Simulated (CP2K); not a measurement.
Runs of CP2K 2026.2 on HPbNO4. The typed cell holds 7 atoms: a = 4.204 Å, b = 4.339 Å, c = 6.729 Å, α = 71.95°, β = 72.29°, γ = 62.23°. The cell was built by a generator and needn't be a form met in nature.

```csv
task,level,potentials or basis,cell,k mesh,smearing,EPS_DEFAULT,k points reduced by the point group,NGRIDS,points a segment of the path (NPOINTS),bands added on the path,gap on the mesh (eV),pressure (GPa)
band structure,TB-mBJ,"POTENTIAL_UZH H GTH-PBE-q1, Pb GTH-PBE-q4, N GTH-PBE-q5, O GTH-PBE-q6; TZVP-MOLOPT-PBE-GTH basis",as given,7 × 7 × 5,fermi-dirac 0.05 eV,1.0E-9,yes,5,6,4,3.19,-
relaxation of cell and atoms,PBEsol,"POTENTIAL_UZH H GTH-PBE-q1, Pb GTH-PBE-q4, N GTH-PBE-q5, O GTH-PBE-q6; DZVP-MOLOPT-PBE-GTH basis",relaxed,6 × 6 × 4,fermi-dirac 0.05 eV,1.0E-9,-,5,-,-,2.48,0.0
band structure,vdW-DF-cx,"POTENTIAL_UZH H GTH-PBE-q1, Pb GTH-PBE-q4, N GTH-PBE-q5, O GTH-PBE-q6; TZVP-MOLOPT-PBE-GTH basis",as given,7 × 7 × 5,fermi-dirac 0.05 eV,1.0E-9,yes,5,6,4,(b),(a)
atomic charges,PBE,"POTENTIAL_UZH H GTH-PBE-q1, Pb GTH-PBE-q4, N GTH-PBE-q5, O GTH-PBE-q6; TZVP-MOLOPT-PBE-GTH basis",as given,7 × 7 × 5,fermi-dirac 0.0259 eV,1.0E-9,yes,5,-,-,2.74,1.6
```

Alike in all rows: no spin polarisation.

Task: Fill in the values left out.

Result: (a) 1.1; (b) 2.75.

Caveats: spin-orbit coupling is left out, which as a rule narrows the gap of such compounds by several tenths of an eV; the basis of atomic orbitals isn't converged, which shifts pressures, moduli and gaps; the potentials were made for another functional, which shifts forces and pressure (some runs); this is a model potential without an energy functional, so only levels have meaning (some runs); an odd mesh through Γ misses points on the zone boundary, where band edges often lie (some runs).

A k mesh can miss the band edges, and the runs leave out spin-orbit coupling on Pb.

Not every run made on this cell is shown here.
